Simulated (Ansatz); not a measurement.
# C₄H₉Cl₂GaO: small, medium and large basis sets

An exercise on one series of results from a longer session: the logs are not shown, and one member is left open.

Program: Ansatz 0.2.0, Gaussian basis. Level of theory: one geometry, several basis sets. These are calculated values, not measurements.

Plan: PBE0-D4/def2-SVP; ωB97M-V/def2-SVP; PBE0-D4/def2-QZVPP; ωB97M-V/def2-QZVPP; the functionals' def2-TZVPP values are taken from earlier runs.

## The geometry

The geometry comes from an earlier relaxation with PBE0-D4 in a triple-zeta def2 set; it is a stationary point, not always the lowest conformer.

SMILES `CC(C)(C)[O][Ga]([Cl])[Cl]`, 17 atoms, charge 0, spin multiplicity 1.

Atoms are counted from 1 here; the program's logs count them from 0.

Bond lengths: C1–C2 1.521 Å, C1–H9 1.093 Å, C1–H10 1.092 Å, C1–H11 1.092 Å, C2–C3 1.521 Å, C2–C4 1.520 Å, C2–O5 1.431 Å, C3–H12 1.092 Å, C3–H13 1.092 Å, C3–H14 1.093 Å, C4–H15 1.091 Å, C4–H16 1.091 Å, C4–H17 1.092 Å, O5–Ga6 1.756 Å, Ga6–Cl7 2.116 Å, Ga6–Cl8 2.128 Å. Angles: C2–C1–H9 111.0°, C2–C1–H10 110.9°, C2–C1–H11 110.1°, H9–C1–H10 107.7°, H9–C1–H11 108.8°, H10–C1–H11 108.3°, C1–C2–C3 111.0°, C1–C2–C4 110.5°, C1–C2–O5 109.8°, C3–C2–C4 110.5°, C3–C2–O5 109.8°, C4–C2–O5 105.1°, C2–C3–H12 110.1°, C2–C3–H13 110.9°, C2–C3–H14 111.0°, H12–C3–H13 108.3°, H12–C3–H14 108.8°, H13–C3–H14 107.7° and more.

Geometry (Å):

```xyz
17
C4H9Cl2GaO
C    -0.5152   -1.4024   -0.1144
C     0.1521   -0.1104    0.3324
C     1.4069    0.1644   -0.4827
C     0.4822   -0.1666    1.8156
O    -0.7636    0.9810    0.1963
Ga   -1.5197    1.5700   -1.2755
Cl   -2.8177    3.2274   -1.0631
Cl   -1.2424    0.7659   -3.2265
H    -0.7551   -1.3711   -1.1808
H     0.1431   -2.2580    0.0525
H    -1.4366   -1.5644    0.4494
H     1.8512    1.1152   -0.1803
H     2.1486   -0.6233   -0.3325
H     1.1785    0.2058   -1.5513
H     0.9299    0.7752    2.1380
H    -0.4261   -0.3316    2.3979
H     1.1838   -0.9770    2.0251
```

Set-up of the first run:

Input file in.yaml:

```yaml
crystal:
  periodic: [false, false, false]
  atoms:
    - {symbol: C, position_ang: [-0.515186, -1.402427, -0.114398]}
    - {symbol: C, position_ang: [0.152136, -0.110442, 0.332397]}
    - {symbol: C, position_ang: [1.406860, 0.164405, -0.482733]}
    - {symbol: C, position_ang: [0.482182, -0.166582, 1.815569]}
    - {symbol: O, position_ang: [-0.763614, 0.981009, 0.196280]}
    - {symbol: Ga, position_ang: [-1.519701, 1.570030, -1.275462]}
    - {symbol: Cl, position_ang: [-2.817719, 3.227378, -1.063149]}
    - {symbol: Cl, position_ang: [-1.242447, 0.765894, -3.226483]}
    - {symbol: H, position_ang: [-0.755126, -1.371141, -1.180775]}
    - {symbol: H, position_ang: [0.143147, -2.257978, 0.052472]}
    - {symbol: H, position_ang: [-1.436554, -1.564413, 0.449372]}
    - {symbol: H, position_ang: [1.851242, 1.115222, -0.180255]}
    - {symbol: H, position_ang: [2.148613, -0.623266, -0.332526]}
    - {symbol: H, position_ang: [1.178506, 0.205790, -1.551319]}
    - {symbol: H, position_ang: [0.929910, 0.775197, 2.137994]}
    - {symbol: H, position_ang: [-0.426084, -0.331642, 2.397946]}
    - {symbol: H, position_ang: [1.183835, -0.977024, 2.025070]}
basis:
  gaussian: {orbitals: def2-SVP}
hamiltonian: {xc: pbe0, dispersion: d4}
output: {orbitals: {seedname: orbitals}}
```

Launch:

```console
$ ansatz run in.yaml --threads 4 --pin off --events-out ev --progress --plain --max-ram 66560MiB --backend cpu
```

Among the steps run: PBE0-D4 in def2-SVP; ωB97M-V in def2-SVP; PBE0-D4 in def2-QZVPP; ωB97M-V in def2-QZVPP.

One table of the session follows, with a row left open; its other results are not shown here.

It belongs to the step «Density functionals: the series». 

| functional | basis | HOMO (eV) |
| --- | --- | --- |
| PBE0-D4 | def2-SVP | -8.30 |
| PBE0-D4 | def2-TZVPP | -8.38 |
| PBE0-D4 | def2-QZVPP | -8.40 |
| ωB97M-V | def2-SVP | ? |
| ωB97M-V | def2-TZVPP | -10.75 |
| ωB97M-V | def2-QZVPP | -10.78 |

Estimate the missing values for ωB97M-V, def2-SVP.

The run gave: HOMO (eV): -10.64. In the column «HOMO (eV)» it lies between ωB97M-V, def2-TZVPP (-10.75) and PBE0-D4, def2-QZVPP (-8.40).
